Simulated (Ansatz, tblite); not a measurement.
# C22H24N6Si2: one state, many levels

How do method and basis change the picture of C22H24N6Si2 (singlet)?

Program: Ansatz 0.2.0, Gaussian basis. Level of theory: as each input shows. These are calculated values, not measurements.

Levels to be run: GFN1-xTB, GFN2-xTB, PBE-D4/def2-TZVP, r2SCAN-D4/def2-TZVP, B97M-V/def2-TZVP, B3LYP-D4/def2-TZVP, BLYP-D4/def2-TZVP, LC-ωPBE(0.10)/def2-SVP, LC-ωPBE(0.15)/def2-SVP, LC-ωPBE(0.20)/def2-SVP, LC-ωPBE(0.30)/def2-SVP, PBE-D4/def2-SVP, PBE0-D4/def2-SVP, HF/STO-3G, HF/6-31G, B3LYP-D4/6-31G, MP2/def2-SVP, RPA/def2-SVP.

**1. The structure**

The geometry is that of the singlet, from an earlier relaxation (r2SCAN-D4/def2-SVP).

SMILES `C[Si](C)(C)C#Cc1cnc(-c2cnc(-c3cnc(C#C[Si](C)(C)C)nc3)nc2)nc1`, 54 atoms, charge 0, spin multiplicity 1.

Bond lengths: C1–Si2 1.878 Å, C1–H31 1.102 Å, C1–H32 1.102 Å, C1–H33 1.103 Å, Si2–C3 1.878 Å, Si2–C4 1.878 Å, Si2–C5 1.850 Å, C3–H34 1.103 Å, C3–H35 1.102 Å, C3–H36 1.102 Å, C4–H37 1.103 Å, C4–H38 1.102 Å, C4–H39 1.102 Å, C5–C6 1.229 Å, C6–C7 1.416 Å, C7–C8 1.414 Å, C7–C30 1.414 Å, C8–N9 1.325 Å and more. Angles: Si2–C1–H31 111.2°, Si2–C1–H32 111.2°, Si2–C1–H33 110.6°, H31–C1–H32 107.9°, H31–C1–H33 107.9°, H32–C1–H33 108.0°, C1–Si2–C3 110.9°, C1–Si2–C4 110.8°, C1–Si2–C5 108.0°, C3–Si2–C4 110.9°, C3–Si2–C5 108.0°, C4–Si2–C5 108.0°, Si2–C3–H34 110.6°, Si2–C3–H35 111.2°, Si2–C3–H36 111.2°, H34–C3–H35 107.9°, H34–C3–H36 107.9°, H35–C3–H36 107.9° and more.

PBE0-D4/def2-TZVP was run before; its log isn't repeated, and its numbers join the tables.

**2. GFN1-xTB**

Tight binding, by tblite at 300 K electronic temperature and without a spin-polarisation term:

```python
tblite.interface.Calculator('GFN1-xTB', numbers, positions, charge=0, uhf=0).singlepoint()
```

Energy -2235.5524 eV, HOMO -11.20 eV, LUMO -9.09 eV; 0.15 s.

**3. GFN2-xTB**

Tight binding, by tblite at 300 K electronic temperature and without a spin-polarisation term:

```python
tblite.interface.Calculator('GFN2-xTB', numbers, positions, charge=0, uhf=0).singlepoint()
```

Energy -2181.7295 eV, HOMO -9.87 eV, LUMO -8.43 eV; 0.14 s.

**4. PBE-D4/def2-TZVP**

start.molden holds the orbitals of an earlier run on this state, given as this run's starting guess.

in.yaml

```yaml
crystal:
  periodic: [false, false, false]
  atoms:
    - {symbol: C, position_ang: [10.503361, -1.075553, 1.310396]}
    - {symbol: Si, position_ang: [9.906733, 0.062175, -0.059405]}
    - {symbol: C, position_ang: [10.477932, 1.826051, 0.237232]}
    - {symbol: C, position_ang: [10.481503, -0.554562, -1.737774]}
    - {symbol: C, position_ang: [8.056944, 0.049943, -0.048337]}
    - {symbol: C, position_ang: [6.827815, 0.043137, -0.040296]}
    - {symbol: C, position_ang: [5.412301, 0.034496, -0.031790]}
    - {symbol: C, position_ang: [4.659386, -1.160981, 0.030517]}
    - {symbol: N, position_ang: [3.334814, -1.170117, 0.039394]}
    - {symbol: C, position_ang: [2.706615, 0.017834, -0.015869]}
    - {symbol: C, position_ang: [1.237045, 0.008749, -0.006126]}
    - {symbol: C, position_ang: [0.479309, 1.193112, -0.057741]}
    - {symbol: N, position_ang: [-0.848151, 1.189712, -0.050014]}
    - {symbol: C, position_ang: [-1.458080, -0.008162, 0.010778]}
    - {symbol: C, position_ang: [-2.928155, -0.017633, 0.020345]}
    - {symbol: C, position_ang: [-3.685442, 1.167397, -0.030819]}
    - {symbol: N, position_ang: [-5.013353, 1.168626, -0.023580]}
    - {symbol: C, position_ang: [-5.616269, -0.035419, 0.036789]}
    - {symbol: C, position_ang: [-7.048224, -0.045589, 0.042969]}
    - {symbol: C, position_ang: [-8.275183, -0.054617, 0.048334]}
    - {symbol: Si, position_ang: [-10.122880, -0.067263, 0.058082]}
    - {symbol: C, position_ang: [-10.696928, 0.828380, 1.606521]}
    - {symbol: C, position_ang: [-10.715598, 0.822668, -1.486504]}
    - {symbol: C, position_ang: [-10.700961, -1.853648, 0.065271]}
    - {symbol: N, position_ang: [-4.996703, -1.231423, 0.088395]}
    - {symbol: C, position_ang: [-3.668979, -1.212613, 0.080583]}
    - {symbol: N, position_ang: [-0.832379, -1.198185, 0.065099]}
    - {symbol: C, position_ang: [0.494980, -1.184940, 0.056848]}
    - {symbol: N, position_ang: [3.319422, 1.213355, -0.079645]}
    - {symbol: C, position_ang: [4.644027, 1.220442, -0.088547]}
    - {symbol: H, position_ang: [10.145154, -2.105994, 1.155794]}
    - {symbol: H, position_ang: [10.142792, -0.736333, 2.294711]}
    - {symbol: H, position_ang: [11.605485, -1.100027, 1.341829]}
    - {symbol: H, position_ang: [11.579275, 1.882958, 0.238325]}
    - {symbol: H, position_ang: [10.104099, 2.502454, -0.548134]}
    - {symbol: H, position_ang: [10.117700, 2.202868, 1.207943]}
    - {symbol: H, position_ang: [11.583086, -0.564704, -1.790180]}
    - {symbol: H, position_ang: [10.108497, 0.091778, -2.548344]}
    - {symbol: H, position_ang: [10.122707, -1.578489, -1.929594]}
    - {symbol: H, position_ang: [5.172155, -2.129947, 0.078209]}
    - {symbol: H, position_ang: [0.988130, 2.162741, -0.109765]}
    - {symbol: H, position_ang: [-3.174623, 2.136307, -0.077871]}
    - {symbol: H, position_ang: [-10.324079, 0.328858, 2.515047]}
    - {symbol: H, position_ang: [-10.333267, 1.868301, 1.619322]}
    - {symbol: H, position_ang: [-11.798451, 0.850237, 1.656955]}
    - {symbol: H, position_ang: [-11.817621, 0.846424, -1.523076]}
    - {symbol: H, position_ang: [-10.350118, 1.861815, -1.508425]}
    - {symbol: H, position_ang: [-10.355276, 0.318738, -2.397658]}
    - {symbol: H, position_ang: [-11.802357, -1.909684, 0.070282]}
    - {symbol: H, position_ang: [-10.335981, -2.390596, -0.824981]}
    - {symbol: H, position_ang: [-10.327990, -2.386055, 0.954934]}
    - {symbol: H, position_ang: [-3.144879, -2.174614, 0.122883]}
    - {symbol: H, position_ang: [1.016479, -2.148307, 0.098497]}
    - {symbol: H, position_ang: [5.144212, 2.195889, -0.137830]}
basis:
  gaussian: {orbitals: def2-TZVP, fitting: {mean_field: def2-universal-jkfit}, initial_orbitals: start.molden}
hamiltonian: {xc: pbe, dispersion: d4}
scf: {omitted_lower_state_checks: [starts]}
output: {forces: true, orbitals: {seedname: orbitals}}
```

On the command line:

```bash
> ansatz run in.yaml --threads 2 --pin off --events-out ev --progress --plain --max-ram 22528MiB --backend cuda --devices 0, --max-vram 18GiB
```

After this run come: r2SCAN-D4/def2-TZVP; B97M-V/def2-TZVP; B3LYP-D4/def2-TZVP; BLYP-D4/def2-TZVP; LC-ωPBE(0.10)/def2-SVP; LC-ωPBE(0.15)/def2-SVP; LC-ωPBE(0.20)/def2-SVP; LC-ωPBE(0.30)/def2-SVP; PBE-D4/def2-SVP; PBE0-D4/def2-SVP; HF/STO-3G; HF/6-31G; B3LYP-D4/6-31G; MP2/def2-SVP; RPA/def2-SVP.

**Question.** What will the summary of the whole plan be? Wanted: gap in def2-TZVP, named functionals, smallest and largest; gap over the ω; correlation energy, MP2/def2-SVP; binding an atom, functionals in def2-TZVP; PBE0 total energy, smallest basis above largest.

**Answer**, as computed:

| quantity | value |
| --- | --- |
| gap in def2-TZVP, named functionals, smallest and largest | 2.16 eV (PBE-D4), 4.02 eV (PBE0-D4) |
| gap over the ω (1/bohr) | 4.78 eV at 0.1, 7.64 eV at 0.3 |
| correlation energy, MP2/def2-SVP | -109.10 eV |
| binding an atom, functionals in def2-TZVP | 4.80 (B3LYP-D4) to 4.98 eV (PBE-D4) |
| PBE0 total energy, smallest basis above largest | 39.87 eV (def2-SVP, def2-TZVP) |

Orbital gaps of the named functionals in def2-TZVP span 2.16 eV (PBE-D4) to 4.02 eV (PBE0-D4); exact exchange widens it. Raising the ω (1/bohr) from 0.1 to 0.3 moves the HOMO by -1.82 eV and the LUMO by +1.05 eV.
